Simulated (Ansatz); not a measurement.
# C₅HBCl₂F₆O₂: one species, many methods

An exercise on one series of results from a longer session: the logs are not shown, and one member is left open.

Computed with Ansatz 0.2.0, Gaussian basis. Level: functionals in def2-TZVPP, the program's frozen cores in correlated methods.

Plan: LDA (SPW92), PBE-D4, revPBE-D4, BLYP-D4, r2SCAN-D4, B97M-V, PBE0-D4, B3LYP-D4, r2SCANh-D4, r2SCAN0-D4, HSE06-D4, BHLYP-D4, CAM-B3LYP-D4, LC-ωPBE, ωB97X-V, ωB97M-V, B2PLYP, PBE-QIDH; CCSD(T)/def2-SVP; CCSD(T)/def2-TZVPP; MP2/def2-QZVPP; extrapolation to the limit; RPA on PBE.

## The relaxed structure

An earlier PBE0-D4 in a triple-zeta def2 set relaxation fixed the geometry.

17 atoms, charge 0, spin multiplicity 1.

Atoms are counted from 1 here; the program's logs count them from 0.

Bond lengths: F1–C2 1.325 Å, C2–F3 1.330 Å, C2–F4 1.327 Å, C2–C5 1.529 Å, C5–C6 1.382 Å, C5–O16 1.266 Å, C6–C7 1.382 Å, C6–H17 1.076 Å, C7–C8 1.529 Å, C7–O12 1.266 Å, C8–F9 1.330 Å, C8–F10 1.325 Å, C8–F11 1.327 Å, O12–B13 1.515 Å, B13–Cl14 1.810 Å, B13–Cl15 1.793 Å, B13–O16 1.515 Å. Angles: F1–C2–F3 108.7°, F1–C2–F4 109.0°, F1–C2–C5 109.9°, F3–C2–F4 108.6°, F3–C2–C5 110.8°, F4–C2–C5 109.8°, C2–C5–C6 121.7°, C2–C5–O16 113.6°, C6–C5–O16 124.6°, C5–C6–C7 115.5°, C5–C6–H17 122.1°, C7–C6–H17 122.1°, C6–C7–C8 121.7°, C6–C7–O12 124.6°, C8–C7–O12 113.6°, C7–C8–F9 110.8°, C7–C8–F10 109.9°, C7–C8–F11 109.8° and more.

Set-up of the first run:

in.yaml reads:

```yaml
crystal:
  periodic: [false, false, false]
  atoms:
    - {symbol: F, position_ang: [-2.746550, 2.078870, -0.181802]}
    - {symbol: C, position_ang: [-1.437231, 2.230989, -0.045392]}
    - {symbol: F, position_ang: [-1.190539, 2.730603, 1.162363]}
    - {symbol: F, position_ang: [-1.005792, 3.092972, -0.956897]}
    - {symbol: C, position_ang: [-0.734309, 0.885541, -0.230639]}
    - {symbol: C, position_ang: [0.084511, 0.352255, 0.747060]}
    - {symbol: C, position_ang: [0.783220, -0.784149, 0.384801]}
    - {symbol: C, position_ang: [1.855768, -1.391753, 1.289867]}
    - {symbol: F, position_ang: [1.943467, -0.720499, 2.434772]}
    - {symbol: F, position_ang: [1.556415, -2.653928, 1.560400]}
    - {symbol: F, position_ang: [3.034134, -1.348635, 0.681940]}
    - {symbol: O, position_ang: [0.639494, -1.396369, -0.714004]}
    - {symbol: B, position_ang: [-0.466513, -1.046312, -1.689153]}
    - {symbol: Cl, position_ang: [-1.840906, -2.184199, -1.387414]}
    - {symbol: Cl, position_ang: [0.212627, -1.041189, -3.349067]}
    - {symbol: O, position_ang: [-0.948942, 0.351574, -1.358364]}
    - {symbol: H, position_ang: [0.242048, 0.843929, 1.691628]}
basis:
  gaussian: {orbitals: def2-TZVPP}
hamiltonian: {xc: lda}
output: {orbitals: {seedname: orbitals}}
```

On the command line:

```console
ansatz run in.yaml --threads 11 --pin off --events-out ev --progress --plain --max-ram 110592MiB --backend cuda --devices 0, --max-vram 75GiB
```

Among the steps run: LDA; PBE-D4 (GGA); revPBE-D4 (GGA); BLYP-D4 (GGA); r2SCAN-D4 (meta-GGA); B97M-V (meta-GGA); PBE0-D4 (hybrid); B3LYP-D4 (hybrid); r2SCANh-D4 (hybrid); r2SCAN0-D4 (hybrid); HSE06-D4 (hybrid); BHLYP-D4 (hybrid); CAM-B3LYP-D4 (range-separated); LC-ωPBE (range-separated); ωB97X-V (range-separated); ωB97M-V (range-separated); B2PLYP (double hybrid); PBE-QIDH (double hybrid).

One table of the session follows, with a row left open; its other results are not shown here.

| functional | HOMO (eV) | LUMO (eV) | gap (eV) |
| --- | --- | --- | --- |
| LDA (SPW92) | -7.30 | -5.12 | 2.18 |
| PBE-D4 | -7.12 | -4.80 | 2.32 |
| revPBE-D4 | -7.05 | -4.69 | 2.36 |
| BLYP-D4 | -6.95 | -4.68 | 2.27 |
| r2SCAN-D4 | -7.46 | -4.82 | 2.65 |
| B97M-V | -7.55 | -4.71 | 2.84 |
| PBE0-D4 | -8.48 | -4.11 | 4.38 |
| B3LYP-D4 | -8.21 | -4.30 | 3.90 |
| r2SCANh-D4 | -7.96 | -4.54 | 3.42 |
| r2SCAN0-D4 | -8.71 | -4.11 | 4.60 |
| HSE06-D4 | -8.08 | -4.48 | 3.60 |
| BHLYP-D4 | -9.70 | -3.20 | 6.51 |
| CAM-B3LYP-D4 | -9.84 | -3.06 | 6.78 |
| LC-ωPBE | ? | ? | ? |
| ωB97X-V | -10.88 | -1.96 | 8.92 |
| ωB97M-V | -10.72 | -1.99 | 8.73 |

Q: Estimate the row for LC-ωPBE from the others.

As computed: HOMO (eV): -11.26; LUMO (eV): -1.97; gap (eV): 9.29. In the column «HOMO (eV)» it is the lowest.
